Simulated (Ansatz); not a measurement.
# C₃H₆FIn: how energies converge with the basis set

One table from this session's results is given with a row withheld; the runs are named, their logs left out.

Method: one geometry, several basis sets; program: Ansatz 0.2.0, Gaussian basis.

Plan: PBE0-D4/def2-SVP; ωB97M-V/def2-SVP; PBE0-D4/def2-QZVPP; ωB97M-V/def2-QZVPP; the functionals' def2-TZVPP values are taken from earlier runs.

1 further run of the same task is left out (for a known fault of the program). Runs told in other sessions of the task aren't counted.

## The geometry

All runs share one geometry, relaxed beforehand with PBE0-D4 in a triple-zeta def2 set. In takes the def2 core potential; no spin-orbit term is included.

SMILES `C=C[CH2][InH][F]`, 11 atoms, charge 0, spin multiplicity 1.

Atoms are counted from 1 here; the program's logs count them from 0.

Bond lengths: C1–C2 1.332 Å, C1–H6 1.086 Å, C1–H7 1.083 Å, C2–C3 1.483 Å, C2–H8 1.089 Å, C3–In4 2.155 Å, C3–H9 1.091 Å, C3–H10 1.090 Å, In4–F5 1.969 Å, In4–H11 1.706 Å. Angles: C2–C1–H6 121.6°, C2–C1–H7 121.2°, H6–C1–H7 117.2°, C1–C2–C3 125.8°, C1–C2–H8 118.2°, C3–C2–H8 116.0°, C2–C3–In4 106.4°, C2–C3–H9 112.7°, C2–C3–H10 112.5°, In4–C3–H9 105.3°, In4–C3–H10 109.9°, H9–C3–H10 109.7°, C3–In4–F5 107.7°, C3–In4–H11 141.0°, F5–In4–H11 111.0°.

The first run:

The input, in.yaml:

```yaml
crystal:
  periodic: [false, false, false]
  atoms:
    - {symbol: C, position_ang: [-1.437983, 0.776687, -0.889444]}
    - {symbol: C, position_ang: [-0.584426, -0.245018, -0.867764]}
    - {symbol: C, position_ang: [0.849117, -0.169458, -0.497413]}
    - {symbol: In, position_ang: [0.961635, -0.648689, 1.600463]}
    - {symbol: F, position_ang: [1.484498, 0.988507, 2.561365]}
    - {symbol: H, position_ang: [-1.120937, 1.787732, -0.652533]}
    - {symbol: H, position_ang: [-2.477959, 0.633810, -1.155387]}
    - {symbol: H, position_ang: [-0.961625, -1.236278, -1.115562]}
    - {symbol: H, position_ang: [1.254144, 0.839478, -0.583844]}
    - {symbol: H, position_ang: [1.464992, -0.863799, -1.069527]}
    - {symbol: H, position_ang: [0.634043, -1.919875, 2.690249]}
basis:
  gaussian: {orbitals: def2-SVP}
hamiltonian: {xc: pbe0, dispersion: d4}
output: {orbitals: {seedname: orbitals}}
```

Launch:

```bash
ansatz run in.yaml --threads 4 --pin off --events-out ev --progress --plain --max-ram 10444MiB
```

Steps of the session up to this table: PBE0-D4 in def2-SVP; ωB97M-V in def2-SVP; PBE0-D4 in def2-QZVPP; ωB97M-V in def2-QZVPP.

One of the session's tables, all rows but one given; the rest of the session is left out.

It belongs to the step «Functionals by basis». 

| functional | basis | HOMO (eV) | LUMO (eV) |
| --- | --- | --- | --- |
| PBE0-D4 | def2-SVP | -6.86 | -1.36 |
| PBE0-D4 | def2-TZVPP | -6.93 | -1.48 |
| PBE0-D4 | def2-QZVPP | -6.94 | -1.51 |
| ωB97M-V | def2-SVP | ? | ? |
| ωB97M-V | def2-TZVPP | -9.01 | 0.00 |
| ωB97M-V | def2-QZVPP | -9.03 | -0.08 |

**Question.** Estimate the row for ωB97M-V, def2-SVP.

**Answer.** HOMO (eV): -8.94; LUMO (eV): 0.25. In the column «HOMO (eV)» it lies between ωB97M-V, def2-TZVPP (-9.01) and PBE0-D4, def2-QZVPP (-6.94).
